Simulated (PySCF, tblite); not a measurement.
# C6H9BCl2: geometry, infrared bands and NMR shifts

Aim: predict the infrared bands and NMR shifts of C6H9BCl2 (`BCC(C)=C=CC(Cl)Cl`).

Computed with tblite 0.8.0 and PySCF 2.14.0, with density-fitted response routines of our own, on a single molecule in the gas phase. Atoms count from 0, in the outputs and in this text.

### Step 1. The starting structure

18 atoms, charge 0, multiplicity 1; geometry from: force field or distance geometry start.

Bonds of the start (Å): B0–C1 1.58, C1–C2 1.52, C2–C3 1.50, C2–C4 1.30, C4–C5 1.30, C5–C6 1.50, C6–Cl7 1.78, C6–Cl8 1.78, B0–H9 1.18, B0–H10 1.19, C1–H11 1.12, C1–H12 1.10, C3–H13 1.12, C3–H14 1.11, C3–H15 1.11, C5–H16 1.09, C6–H17 1.11.

### Step 2. Geometry optimisation with GFN2-xTB

Job settings and geometry (Å):

```
{"job": {"kind": "relax", "xc": "GFN2-xTB", "basis": "xTB"}, "charge": 0, "multiplicity": 1}
B     -1.921100     0.692700    -1.547600
C     -1.229000    -0.593900    -0.955600
C     -0.660700    -0.314900     0.425600
C     -1.581800    -0.132200     1.593000
C      0.622500    -0.224800     0.604100
C      1.910000    -0.133200     0.759700
C      2.813600     0.240500    -0.378600
Cl     3.985200    -1.071000    -0.655900
Cl     3.701600     1.724600     0.030100
H     -1.308500     1.681200    -1.719400
H     -3.085800     0.675800    -1.804000
H     -1.962600    -1.431800    -0.881300
H     -0.423300    -0.905600    -1.637600
H     -1.345200    -0.905600     2.370200
H     -2.646900    -0.246500     1.302000
H     -1.448800     0.873700     2.050800
H      2.338500    -0.326100     1.742500
H      2.233600     0.403400    -1.309500
```

Launch:

```
$ OMP_NUM_THREADS=1 python probes_run.py task.json out
```

The driver reads the jobs from task.json and runs them one after another.

**Question.** This job is followed by: GFN2-xTB harmonic vibrations, gas phase; GIAO PBE0/pcSseg-1 NMR shielding, non-relativistic, gas phase. What will the session give for the following? strongest single infrared mode (GFN2-xTB); zero-point energy (GFN2-xTB); 13C shifts against TMS (PBE0/pcSseg-1); 1H shifts against TMS (PBE0/pcSseg-1, means over atoms taken as alike); 11B shifts against BF3·OEt2 (PBE0/pcSseg-1); 35Cl shifts against HCl (PBE0/pcSseg-1, means over atoms taken as alike).

**Answer**, as computed:

```
                                                                quantity                                      value
                               strongest single infrared mode (GFN2-xTB)                       863 cm⁻¹, 185 km/mol
                                            zero-point energy (GFN2-xTB)                              81.0 kcal/mol
                                  13C shifts against TMS (PBE0/pcSseg-1)  209.3, 113.4, 100.4, 87.3, 42.8, 22.8 ppm
  1H shifts against TMS (PBE0/pcSseg-1, means over atoms taken as alike)           8.04, 6.07, 5.66, 2.53, 1.95 ppm
                             11B shifts against BF3·OEt2 (PBE0/pcSseg-1)                                   91.5 ppm
35Cl shifts against HCl (PBE0/pcSseg-1, means over atoms taken as alike)                                    319 ppm
```

The optimisation took 120 steps and gained 1.593 eV; among the close pairs (by a distance rule), C3–H13 changed most, from 1.122 to 1.090 Å. No mode is imaginary among the 48: a minimum at this level. The strongest single mode, at 863 cm⁻¹, moves mainly H9, B0 and H10. GFN2-xTB is a fitted tight-binding method: band positions and strengths are rough. Its intensities can rank the bands wrongly. C6 stands next to heavy halogen, whose spin-orbit shielding this run leaves out, so the computed shift lies too far downfield, most of all for carbon beside Br or I. C4 (central carbon of an allene) lies farthest downfield among carbon, at 209.3 ppm; the central sp carbon of an allene is among the most deshielded carbons of hydrocarbons. At PBE0/pcSseg-1: The largest span, 697 ppm, is at Cl7, Cl8, where the paramagnetic term is -514 ppm.
